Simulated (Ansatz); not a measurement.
**Cl₂H₅NO₂Si₂: one species, many methods**

The task here is to estimate one member of a computed series from the others.

Computed with Ansatz 0.2.0, Gaussian basis. Level: functionals in def2-TZVPP, the program's frozen cores in correlated methods.

Plan: PBE-D4, r2SCAN-D4, PBE0-D4, B3LYP-D4, ωB97X-V, ωB97M-V, B2PLYP; CCSD(T)/def2-TZVPP; MP2/def2-QZVPP; extrapolation to the limit.

## The geometry

An earlier PBE0-D4 in a triple-zeta def2 set relaxation fixed the geometry.

SMILES `O[Si@@H](Cl)N[Si@@H](O)Cl`, 12 atoms, charge 0, spin multiplicity 1.

Atoms are counted from 1 here; the program's logs count them from 0.

Bond lengths: O1–Si2 1.628 Å, O1–H8 0.961 Å, Si2–Cl3 2.054 Å, Si2–N4 1.715 Å, Si2–H9 1.471 Å, N4–Si5 1.703 Å, N4–H10 1.012 Å, Si5–O6 1.630 Å, Si5–Cl7 2.074 Å, Si5–H11 1.473 Å, O6–H12 0.958 Å. Angles: Si2–O1–H8 118.3°, O1–Si2–Cl3 113.2°, O1–Si2–N4 109.0°, O1–Si2–H9 105.8°, Cl3–Si2–N4 107.1°, Cl3–Si2–H9 107.0°, N4–Si2–H9 114.9°, Si2–N4–Si5 126.8°, Si2–N4–H10 117.2°, Si5–N4–H10 114.8°, N4–Si5–O6 105.8°, N4–Si5–Cl7 112.0°, N4–Si5–H11 111.8°, O6–Si5–Cl7 108.7°, O6–Si5–H11 114.1°, Cl7–Si5–H11 104.5°, Si5–O6–H12 118.3°.

Set-up of the first run:

The input, in.yaml:

```yaml
crystal:
  periodic: [false, false, false]
  atoms:
    - {symbol: O, position_ang: [-2.025403, 0.333518, 0.889118]}
    - {symbol: Si, position_ang: [-0.589721, 0.943860, 1.354261]}
    - {symbol: Cl, position_ang: [-0.060525, 0.399340, 3.263250]}
    - {symbol: N, position_ang: [0.634272, 0.357304, 0.305392]}
    - {symbol: Si, position_ang: [0.409974, -0.383772, -1.211318]}
    - {symbol: O, position_ang: [1.904484, -0.601647, -1.824722]}
    - {symbol: Cl, position_ang: [-0.518083, -2.230581, -1.045238]}
    - {symbol: H, position_ang: [-2.106922, -0.619540, 0.797866]}
    - {symbol: H, position_ang: [-0.755901, 2.405045, 1.354943]}
    - {symbol: H, position_ang: [1.568008, 0.272678, 0.685193]}
    - {symbol: H, position_ang: [-0.486896, 0.402040, -2.076720]}
    - {symbol: H, position_ang: [2.026723, -1.278244, -2.492015]}
basis:
  gaussian: {orbitals: def2-TZVPP}
hamiltonian: {xc: pbe, dispersion: d4}
output: {forces: true, orbitals: {seedname: orbitals}}
```

On the command line:

```sh
ansatz run in.yaml --threads 2 --pin off --events-out ev --progress --plain --max-ram 32768MiB --backend cuda --devices 0, --max-vram 18GiB
```

Among the steps run: PBE-D4 (GGA); r2SCAN-D4 (meta-GGA); PBE0-D4 (hybrid); B3LYP-D4 (hybrid); ωB97X-V (range-separated); ωB97M-V (range-separated); B2PLYP (double hybrid); CCSD(T) in def2-TZVPP; MP2 in def2-QZVPP.

One of the session's tables, all rows but one given; the rest of the session is left out.

It belongs to the step «Atomisation energies». 

| method | atomisation energy (kcal/mol) |
| --- | --- |
| PBE-D4 | 1078.5 |
| r2SCAN-D4 | 1070.0 |
| PBE0-D4 | 1058.8 |
| B3LYP-D4 | 1061.0 |
| ωB97X-V | ? |
| ωB97M-V | 1075.6 |
| B2PLYP | 1051.9 |
| HF/def2-TZVPP | 759.1 |
| MP2/def2-TZVPP | 1067.2 |
| CCSD/def2-TZVPP | 1017.8 |
| CCSD(T)/def2-TZVPP | 1035.8 |
| MP2/CBS | 1105.7 |
| CCSD(T)/CBS | 1074.3 |

Q: Estimate the row for ωB97X-V from the others.

As computed: atomisation energy (kcal/mol): 1074.6. In the column «atomisation energy (kcal/mol)» it lies between CCSD(T)/CBS (1074.3) and ωB97M-V (1075.6).

Caveats from the session: Free atoms (2 O, 2 Si, 2 Cl, 1 N, 5 H) were run apart at each level; the atomisation energy is their sum less the molecule, without zero-point or spin-orbit terms.
